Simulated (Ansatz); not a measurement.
An input for Ansatz 0.2.0 (Tl):

Contents of input.yaml:

```yaml
crystal:
  lattice:
    - [-1.9559951735, 1.9559951735, 1.9559951735]
    - [1.9559951735, -1.9559951735, 1.9559951735]
    - [1.9559951735, 1.9559951735, -1.9559951735]
  atoms:
    - { symbol: Tl, position: [0.0, 0.0, 0.0] }
hamiltonian:
  xc: revpbe
  pseudopotentials: { kind: paw, source: jth }
  dispersion: d4
kpoints:
  mp_grid: { grid: [8, 8, 8] }
scf:
  occupations: { method: fermi_dirac, width: 0.15 }
md:
  timestep: 1.0
  n_steps: 20
  ensemble: nvt_nose_hoover
  temperature: 300
  initial_velocities: maxwell_boltzmann
  seed: 5203
```

Potentials or basis: JTH PAW.

Run with:

```console
$ ansatz run input.yaml --threads 1 --pin off --max-ram 2560MiB --backend cpu --events-out ev --progress --plain --runs-dir out
```

**Question.** Does this run start?

**Answer.** The run stopped without a result. It printed:

Output:

```text
Error: invalid value for `md.ensemble`: nve and nvt_nose_hoover need at least two atoms in the cell (they keep the centre of mass at rest, so a single atom cannot move); use nvt_langevin, with a temperature, from initial_velocities: zero and with no initial_site_velocities for a single mobile atom, or add a second atom that is free
```
